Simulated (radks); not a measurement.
**Mo³⁺ in [Kr] 4d3: an all-electron calculation**

One table from this session's results is given with a row withheld; the runs are named, their logs left out.

The numbers are computed with radks (a radial shooting solver on a logarithmic mesh, Libxc functionals) version 1 (non-relativistic Kohn-Sham, LDA (Slater exchange, Perdew-Wang correlation), spin-polarised, spherical densities, point nucleus; open shells are filled with parallel spins first), except any that are marked as measured or tabulated.

## The system

| Item | Value |
| --- | --- |
| element | molybdenum (Z = 42) |
| charge | +3 |
| electrons | 39 |
| configuration | [Kr] 4d3 |

The outer shells:

Mo³⁺
```
[Kr] core
4d [↑ ][↑ ][↑ ][  ][  ]
```

Set-up of the first run:

Settings of this run:

```text
Z 42
configuration [Kr] 4d3
relativity non-relativistic
functional lda,pw
spin polarised
nucleus point
```

Launch:

```bash
$ python run_ks.py task.json out
```

The same process makes all the runs of this session.

One of the session's tables, all rows but one given; the rest of the session is left out.

It belongs to the step «Shells». Sizes of the orbitals, from the radial functions (bohr):

```
  level      <r>  outermost maximum (interpolated)  90 % within  nodes
  1s up  0.03634                            0.0240       0.0646      0
1s down  0.03634                            0.0240       0.0646      0
  2s up   0.1589                             0.134        0.245      1
2s down   0.1589                             0.134        0.245      1
  2p up   0.1361                             0.106        0.221      0
2p down   0.1361                             0.106        0.221      0
  3s up   0.4417                             0.395        0.652      2
3s down   0.4416                             0.395        0.652      2
  3p up   0.4363                             0.382        0.659      1
3p down   0.4362                             0.382        0.659      1
  3d up   0.4147                             0.322        0.663      0
3d down        ?                                 ?            ?      ?
  4s up    1.124                              1.01         1.63      3
4s down    1.120                              1.01         1.63      3
  4p up    1.222                              1.07         1.80      2
4p down    1.219                              1.07         1.80      2
  4d up    1.589                              1.30         2.45      1
4d down    1.601                              1.30         2.48      1
```

Estimate the missing values for 3d down.

The run gave: <r>: 0.4145; outermost maximum (interpolated): 0.322; 90 % within: 0.662; nodes: 0. In the column «<r>» it lies between 2s down (0.1589) and 3d up (0.4147).

Limits of these values: Relativity is left out here, which matters for elements this heavy. Open shells are spherical and high-spin; term and fine-structure splittings are not resolved.
